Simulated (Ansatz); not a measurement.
NaY:

```
CELL_PARAMETERS angstrom
4.01188 0.00000 0.00000
0.00000 4.01188 0.00000
0.00000 0.00000 4.01188
ATOMIC_POSITIONS crystal
Na 0.00000 0.00000 0.00000
Y 0.50000 0.50000 0.50000
```

The cell was built by a generator and needn't be a form met in nature.

Base run:

```yaml
Program: Ansatz 0.2.0
Functional: r2SCAN
Potentials_or_basis: Ansatz PAW
Cutoff: "500 eV (not typed: the program's choice for these potentials)"
k_mesh: 7 × 7 × 7
Occupations: fermi-dirac, width 0.05 eV
Spin: no spin polarisation
```

Its results: band gap on the k mesh none (metal or under the smearing width); pressure 0.3 GPa.

Problem. The run is repeated on the same cell with these changes: functional from r2SCAN to PBEsol; cutoff from 500 eV (not typed: the program's choice for these potentials) to 420 eV (not typed: the program's choice for these potentials). What comes out?

Solution. Band gap on the k mesh none (metal or under the smearing width); pressure -0.9 GPa.

Caveats: the PAW data sets come from PBE, with cores solved anew for the run's functional, which leaves a small shift of forces and pressure.
